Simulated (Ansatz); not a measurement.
**Ta3N in Ansatz: convergence with ecutfock ratio**

Ta3N:

```
Ta N
1.0
     3.03222    0.00000    0.00000
    -1.51611    2.62598    0.00000
     0.00000    0.00000    7.52414
Ta N
3 1
Direct
  0.66667 0.33333 0.82607
  0.33333 0.66667 0.17393
  0.00000 0.00000 0.50000
  0.00000 0.00000 0.00000
```

The cell comes from a database or a generator and needn't be the stable form of this composition.

```yaml
Program: Ansatz 0.2.0
Task: convergence study
Functional: HSE06
Potentials_or_basis: Ansatz PAW
Cutoff: 420 eV
Density_cutoff: 1680 eV
k_mesh: 5 × 5 × 2
Occupations: fermi-dirac, width 0.1 eV
Spin: no spin polarisation
```

These are the settings of the first run; the series varies ecutfock ratio, with any setting tied to it.

Hardware: 2 threads of Arm Neoverse V2, with other jobs on the host.

The values tried are 1, 2, 3, 4, loosest first. From which on does the energy stay within 1 meV/atom of the tightest run that finished?

From 2 on.

| ecutfock ratio | energy less the tightest run, at zero smearing (meV/atom) | SCF cycles | CPU time (s) | peak memory (GiB) |
| --- | --- | --- | --- | --- |
| 1 | 2.25 | 26 | 21 | 0.72 |
| 2 | 0.04 | 27 | 23 | 0.76 |
| 3 | 0.00 | 27 | 26 | 0.86 |
| 4 | 0.00 | 27 | 25 | 0.85 |

The tightest run that finished is the yardstick and may itself not be fully converged.

Caveat, for the tightest run too: the k mesh is coarse (spacing up to 0.48 Å⁻¹), so the values aren't converged, least of all with exact exchange. Spin-orbit coupling is left out, which matters for the levels of Ta.
